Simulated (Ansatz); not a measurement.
# LiPb: one contact scaled

An exercise on one series of results from a longer session: the logs are not shown, and one member is left open.

Computed with Ansatz 0.2.0 (DFT PBEsol, with the methods named in each step, unless a step's input says otherwise).

2 further runs of the same task are left out: 2 that didn't finish. Runs told in other sessions of the task aren't counted.

## Starting point

It takes space group Pm-3m (No. 221, cubic). The conventional cell has a = 3.522 Å, b = 3.522 Å, c = 3.522 Å, α = 90.00°, β = 90.00°, γ = 90.00°. Li (site symmetry m-3m) is surrounded by 8 Pb at 3.05 Å. Around Pb (site symmetry m-3m) lie 8 Li at 3.05 Å.

Structure file:

```xyz
2
Lattice="3.5220 0.0000 0.0000 0.0000 3.5220 0.0000 0.0000 0.0000 3.5220" Properties=species:S:1:pos:R:3 pbc="T T T"
Li    1.7610    1.7610    1.7610
Pb    0.0000    0.0000    0.0000
```

Atoms are numbered in the order of the input: Li1, Pb2.

Set-up of the first run:

Contents of input.yaml:

```yaml
crystal:
  lattice:
    - [3.522, 0.0, 0.0]
    - [0.0, 3.522, 0.0]
    - [0.0, 0.0, 3.522]
  atoms:
    - { symbol: Li, position: [0.5, 0.5, 0.5] }
    - { symbol: Pb, position: [0.0, 0.0, 0.0] }
kpoints:
  mp_grid: { grid: [9, 9, 9] }
scf:
  occupations: { method: fermi_dirac, width: 0.05 }
hamiltonian:
  xc: pbesol
  pseudopotentials: { kind: paw }
output:
  forces: true
  stress: true
  eigenvalues: true
  populations: true
```

Command:

```console
ansatz run input.yaml --threads 1 --pin off --max-ram 2048MiB --backend cpu --events-out ev --progress --plain --runs-dir out
```

Steps of the session up to this table: Shortest bond scaled by 1, PAW; Shortest bond scaled by 1.1, PAW; Shortest bond scaled by 0.94, PAW; Shortest bond scaled by 0.76, PAW; Shortest bond scaled by 0.58, PAW; Shortest bond scaled by 0.58, PAW (source ansatz).

One of the session's tables, all rows but one given; the rest of the session is left out.

```
             method  length (Å)  F from the given length (eV/cell)  force along the bond (eV/Å)  pressure (GPa)  largest force (eV/Å)
                PAW       1.769                              3.565                       11.019           20.55                11.019
                PAW       2.318                              0.589                        2.159            3.61                 2.159
                PAW       2.867                              0.027                        0.297           -0.17                 0.297
                PAW       3.050                              0.000                        0.000           -0.36                 0.000
                PAW       3.355                                  ?                            ?               ?                     ?
PAW (source ansatz)       1.769                                  –                       10.935           20.41                10.935
```

Q: Estimate the row for PAW, 3.355 from the others.

As computed: F from the given length (eV/cell): 0.077; force along the bond (eV/Å): -0.536; pressure (GPa): 0.18; largest force (eV/Å): 0.536.
